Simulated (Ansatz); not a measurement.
**C₂H₇GeNSi: up Jacob's ladder to CCSD(T)**

The task here is to estimate one member of a computed series from the others.

The runs use Ansatz 0.2.0, Gaussian basis; functionals in def2-TZVPP, the program's frozen cores in correlated methods.

The runs, in order: PBE-D4, r2SCAN-D4, PBE0-D4, B3LYP-D4, ωB97X-V, ωB97M-V, B2PLYP; CCSD(T)/def2-TZVPP; MP2/def2-QZVPP; extrapolation to the limit.

## Structure used throughout

All runs share one geometry, relaxed beforehand with PBE0-D4 in a triple-zeta def2 set.

SMILES `N=C=C[SiH2][GeH3]`, 12 atoms, charge 0, spin multiplicity 1.

Atoms are counted from 1 here; the program's logs count them from 0.

Bond lengths: N1–C2 1.215 Å, N1–H6 1.016 Å, C2–C3 1.308 Å, C3–Si4 1.851 Å, C3–H7 1.086 Å, Si4–Ge5 2.382 Å, Si4–H8 1.487 Å, Si4–H9 1.489 Å, Ge5–H10 1.539 Å, Ge5–H11 1.540 Å, Ge5–H12 1.539 Å. Angles: C2–N1–H6 117.9°, N1–C2–C3 174.0°, C2–C3–Si4 120.8°, C2–C3–H7 117.8°, Si4–C3–H7 121.3°, C3–Si4–Ge5 110.7°, C3–Si4–H8 108.3°, C3–Si4–H9 110.5°, Ge5–Si4–H8 109.8°, Ge5–Si4–H9 108.6°, H8–Si4–H9 108.9°, Si4–Ge5–H10 111.6°, Si4–Ge5–H11 110.4°, Si4–Ge5–H12 110.6°, H10–Ge5–H11 108.0°, H10–Ge5–H12 108.3°, H11–Ge5–H12 107.9°.

Coordinates:

```
N    -0.7473    2.5554    1.9500
C    -0.1335    1.5906    1.5406
C     0.4652    0.4799    1.1974
Si   -0.4529   -0.8554    0.3024
Ge    0.4597   -1.1929   -1.8716
H    -0.8145    3.3684    1.3446
H     1.5210    0.3810    1.4295
H    -1.8783   -0.4476    0.1928
H    -0.3734   -2.1373    1.0561
H    -0.2303   -2.3599   -2.6005
H     1.9632   -1.5124   -1.7785
H     0.2983    0.0751   -2.7288
```

The first run:

Contents of in.yaml:

```yaml
crystal:
  periodic: [false, false, false]
  atoms:
    - {symbol: N, position_ang: [-0.747345, 2.555361, 1.949964]}
    - {symbol: C, position_ang: [-0.133486, 1.590609, 1.540604]}
    - {symbol: C, position_ang: [0.465212, 0.479940, 1.197359]}
    - {symbol: Si, position_ang: [-0.452875, -0.855436, 0.302422]}
    - {symbol: Ge, position_ang: [0.459721, -1.192896, -1.871628]}
    - {symbol: H, position_ang: [-0.814543, 3.368354, 1.344575]}
    - {symbol: H, position_ang: [1.520979, 0.381012, 1.429487]}
    - {symbol: H, position_ang: [-1.878283, -0.447649, 0.192850]}
    - {symbol: H, position_ang: [-0.373430, -2.137338, 1.056059]}
    - {symbol: H, position_ang: [-0.230274, -2.359938, -2.600473]}
    - {symbol: H, position_ang: [1.963163, -1.512409, -1.778452]}
    - {symbol: H, position_ang: [0.298261, 0.075091, -2.728766]}
basis:
  gaussian: {orbitals: def2-TZVPP}
hamiltonian: {xc: pbe, dispersion: d4}
output: {forces: true, orbitals: {seedname: orbitals}}
```

Started as:

```
ansatz run in.yaml --threads 4 --pin off --events-out ev --progress --plain --max-ram 10444MiB
```

Steps of the session up to this table: PBE-D4 (GGA); r2SCAN-D4 (meta-GGA); PBE0-D4 (hybrid); B3LYP-D4 (hybrid); ωB97X-V (range-separated); ωB97M-V (range-separated); B2PLYP (double hybrid); CCSD(T) in def2-TZVPP; MP2 in def2-QZVPP.

One table of the session follows, with a row left open; its other results are not shown here.

It belongs to the step «Atomisation energies». 

```
            method  atomisation energy (kcal/mol)
            PBE-D4                         1013.3
         r2SCAN-D4                          996.9
           PBE0-D4                          994.2
          B3LYP-D4                          995.4
           ωB97X-V                          998.1
           ωB97M-V                          992.7
            B2PLYP                              ?
     HF/def2-TZVPP                          704.0
    MP2/def2-TZVPP                          973.9
   CCSD/def2-TZVPP                          949.0
CCSD(T)/def2-TZVPP                          965.8
           MP2/CBS                          999.0
       CCSD(T)/CBS                          991.0
```

**Question.** Estimate the row for B2PLYP.

As computed: atomisation energy (kcal/mol): 982.1. In the column «atomisation energy (kcal/mol)» it lies between MP2/def2-TZVPP (973.9) and CCSD(T)/CBS (991.0).

To keep in mind: Free atoms (1 N, 2 C, 1 Si, 1 Ge, 7 H) were run apart at each level; the atomisation energy is their sum less the molecule, without zero-point or spin-orbit terms.
